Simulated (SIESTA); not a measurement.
InAg3: equation of state with PBEsol

Crystal: InAg3.

```
CELL_PARAMETERS angstrom
3.08552 0.00000 0.00000
-1.54276 2.67214 0.00000
0.00000 0.00000 9.47326
ATOMIC_POSITIONS crystal
In 0.00000 0.00000 0.00000
Ag 0.33333 0.66667 0.74681
Ag 0.33333 0.66667 0.25320
Ag 0.00000 0.00000 0.50000
```

The cell comes from a database or a generator and needn't be the stable form of this composition.

```json
{
  "Program": "SIESTA 5.4.2",
  "Task": "equation of state",
  "Functional": "PBEsol",
  "Potentials or basis": "PseudoDojo 0.4 standard (PBEsol files)",
  "Basis": "DZP (energy shift 0.003 Ry; two zetas on semicore shells)",
  "Grid cutoff": "800 Ry",
  "Energy shift": "0.003 Ry",
  "k mesh": "10 × 10 × 3",
  "Occupations": "fermi-dirac, width 0.05 eV",
  "Spin": "no spin polarisation"
}
```

| Property | Result |
| --- | --- |
| Equilibrium volume | 18.15 Å³/atom (rough: see the caveat) |
| Bulk modulus at fixed shape and positions | 104 GPa (rough) |

Energy against volume, from the lowest point:
| volume (Å³/atom) | energy (meV/atom) |
| --- | --- |
| 18.355 | 0.00 |
| 18.745 | 5.18 |
| 19.136 | 14.65 |
| 19.527 | 27.82 |
| 19.917 | 44.30 |
| 20.308 | 63.41 |
| 20.698 | 84.81 |

All runs of the series together: 13 min on 1 thread of Intel(R) Xeon(R) 6975P-C (Granite Rapids) (shared host).

Caveat: the minimum lies outside the volumes run; short orbitals over semicore shells can move pressures by several GPa; the cell was scaled at fixed shape and fractional positions, which overstates the stiffness of a crystal with free parameters, most of all of layers and chains; the basis of atomic orbitals isn't converged, which shifts pressures, moduli and gaps.
